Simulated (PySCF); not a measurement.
**One shape, several levels: Cu2 (SMILES [Cu][Cu])**

Wanted: a comparison of 6 runs (B3LYP/def2-SVPD, BLYP/def2-SVPD, M06-L/def2-SVPD, TPSS/def2-SVPD, r2SCAN/def2-SVPD, revPBE/def2-SVPD) of Cu2. Input form: a Python script.

The results are computed with PySCF 2.14.0.

9 further runs of the same task are left out: 3 that didn't finish, 6 set aside as unsound or not needed.

### 1 The system as given

The species is Cu2 (2 atoms), meant as a singlet with charge 0. As SMILES, `[Cu][Cu]`. The bond length is the measured one.

Bond lengths: Cu1–Cu2 2.220 Å.

### 2 The energy at B3LYP/def2-SVPD (run 1)

geometry.xyz

```xyz
2

Cu     0.000000     0.000000     0.000000
Cu     0.000000     0.000000     2.219700
```

job.py

```python
from pyscf import gto, dft

mol = gto.M(
    atom='geometry.xyz',
    basis='def2-svpd',
    max_memory=1860,
    verbose=3,
)

mf = dft.RKS(mol, xc='b3lyp')
mf.grids.level = 5
mf.conv_tol = 1e-10
mf.kernel()
if not mf.converged:
    mf = mf.newton().run(mf.mo_coeff, mf.mo_occ)

e_final = mf.e_tot
print('Final energy', e_final)
```

Launch:

```console
$ OMP_NUM_THREADS=1 python job.py
```

The log of the run:

```text
converged SCF energy = -3280.64909988261
Final energy -3280.6490998826084
```

Run time: 6 s. Hardware: 1 thread of Arm Neoverse V1, shared host; peak memory 0.32 GiB.

### 3 A single-point energy at BLYP/def2-SVPD (run 2)

run.py

```python
# Cu2
from pyscf import gto, dft

mol = gto.Mole()
mol.atom = '''
Cu     0.000000     0.000000     0.000000
Cu     0.000000     0.000000     2.219700
'''
mol.charge = 0
mol.spin = 0
mol.basis = 'def2-svpd'
mol.max_memory = 1860
mol.verbose = 3
mol.build()

ks = dft.RKS(mol)
ks.xc = 'blyp'
ks.grids.level = 5
ks.conv_tol = 1e-10
ks.kernel()
if not ks.converged:
    ks = ks.newton().run(ks.mo_coeff, ks.mo_occ)

e_final = ks.e_tot
print('Final energy', e_final)
```

Launch:

```console
$ OMP_NUM_THREADS=1 python run.py
```

The log of the run:

```text
converged SCF energy = -3280.7368170089
Final energy -3280.7368170088967
```

Wall time 6 s (1 thread of Arm Neoverse V1, shared host); peak memory 0.32 GiB.

Runs 3 to 5 aren't shown in full; the table further down has their settings and results.

### 4 A single-point energy at revPBE/def2-SVPD (run 6)

mol.xyz

```xyz
2
Cu2
Cu     0.000000     0.000000     0.000000
Cu     0.000000     0.000000     2.219700
```

calc.py

```python
from pyscf import gto, dft

mol = gto.M(
    atom='mol.xyz',
    verbose=3,
    charge=0,
    basis='def2-svpd',
    max_memory=1860,
)

ks = dft.RKS(mol, xc='revpbe')
ks.grids.level = 5
ks.conv_tol = 1e-10
ks.kernel()
if not ks.converged:
    ks = ks.newton().run(ks.mo_coeff, ks.mo_occ)

energy = ks.e_tot
print(f'total energy: {energy:.8f} hartree')
```

Launch:

```console
$ OMP_NUM_THREADS=1 python calc.py
```

The log of the run:

```text
converged SCF energy = -3280.34272962607
total energy: -3280.34272963 hartree
```

Wall time 6.6 s (1 thread of Arm Neoverse V1, shared host); peak memory 0.32 GiB.

### 5 The series

```tsv
run	level	energy (Eh)	dipole moment (D)	HOMO energy (eV)	LUMO energy (eV)	wall time
1	B3LYP/def2-SVPD	-3280.649100	0.00	-5.38	-2.21	6 s
2	BLYP/def2-SVPD	-3280.736817	0.00	-4.05	-2.77	6 s
3	M06-L/def2-SVPD	-3280.419756	0.00	-3.82	-1.81	11 s
4	TPSS/def2-SVPD	-3280.604702	0.00	-3.90	-2.41	11 s
5	r2SCAN/def2-SVPD	-3280.510635	0.00	-4.07	-2.39	11 s
6	revPBE/def2-SVPD	-3280.342730	0.00	-3.95	-2.57	6.6 s
```

### 6 What came out

| quantity | value |
| --- | --- |
| run 6: total energy | -3280.34273 Eh |
| run 6: dipole moment | 0.00 D |
| run 6: HOMO energy | -3.95 eV |
| run 6: LUMO energy | -2.57 eV |
| run 6: HOMO–LUMO gap | 1.38 eV |

In words: The HOMO–LUMO gap runs from 1.29 eV (BLYP/def2-SVPD) to 3.17 eV (B3LYP/def2-SVPD). Totals of different functionals can't be ranked against each other. All runs together took 51 s, the longest 11 s.
